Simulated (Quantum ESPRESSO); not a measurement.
PmS: single point with PBEsol+U

Crystal: PmS.

```xyz
2
Lattice="0.0000 3.0812 3.0812 3.0812 0.0000 3.0812 3.0812 3.0812 0.0000" Properties=species:S:1:pos:R:3 pbc="T T T"
Pm    0.0000    0.0000    0.0000
S     1.5406    1.5406    1.5406
```

The cell comes from a database or a generator and needn't be the stable form of this composition.

```yaml
Program: Quantum ESPRESSO 7.5
Task: single point
Functional: PBEsol
Potentials_or_basis: SSSP 1.3 efficiency PBE
Cutoff: 748 eV
Density_cutoff: 5987 eV
k_mesh: 3 × 3 × 3
Occupations: gaussian, width 0.05 eV
Spin: collinear spin, ferromagnetic start
Starting_moments: "[4.0, 0.0] μB"
Hubbard_terms: Pm f U = 1 eV
Hubbard_projectors: ortho-atomic
Double: 1
Magnetic_state_asked_for: free
Moments_locked: none
Start_of_the_occupations: random8
Formal_shell_electrons: 1 f4
Mixing_beta: 0.3
Iterations_with_occupations_held: 12
Nosym: yes
SCF_threshold: 8e-08 Ry
Most_SCF_iterations: 120
Mixing_ndim: 12
```

```json
{
  "Band gap on the k mesh": "0.11 eV, indirect (least direct gap 0.18 eV)",
  "Net moment": "5.00 μB per cell",
  "Absolute moment": "5.10 μB per cell",
  "Site moments": "Pm +4.42; S -0.04 μB",
  "Valence electrons inside the program's atomic spheres": "Pm 11.81; S 4.91"
}
```

Levels at points of the mesh, in eV from the valence-band top:
Spin up:
| k point | band 11 | band 12 | band 13 | band 14 | band 15 | band 16 |
| --- | --- | --- | --- | --- | --- | --- |
| (0.00, 0.00, 0.00) | -0.73 | -0.51 | -0.51 | 0.73 | 0.73 | 1.08 |
Spin down:
```
           k point  band 5  band 6  band 7  band 8  band 9  band 10  band 11  band 12
(0.00, 0.00, 0.00)  -13.28   -3.91   -3.89   -3.88    0.74     2.72     2.76     2.79
```

Eigenvalues of the final occupation matrices:
| site | spin | trace | eigenvalues |
| --- | --- | --- | --- |
| Pm 1 4f | 1 | 4.51 | 0.02 0.02 0.55 0.98 0.98 0.98 0.99 |
| Pm 1 4f | 2 | 0.05 | 0.01 0.01 0.01 0.01 0.01 0.01 0.01 |

Run time: 9.3 min on 1 thread of Arm Neoverse V2 (shared host), peak memory 0.66 GiB.

Caveat: the k mesh is coarse (spacing up to 0.59 Å⁻¹), so the values aren't converged; the magnetic or orbital state may not be the lowest; spin-orbit coupling is left out, which moves the levels of the heavy elements; an odd mesh through Γ misses points on the zone boundary, where band edges often lie. The state reached can hang on the start; a lower one may exist.
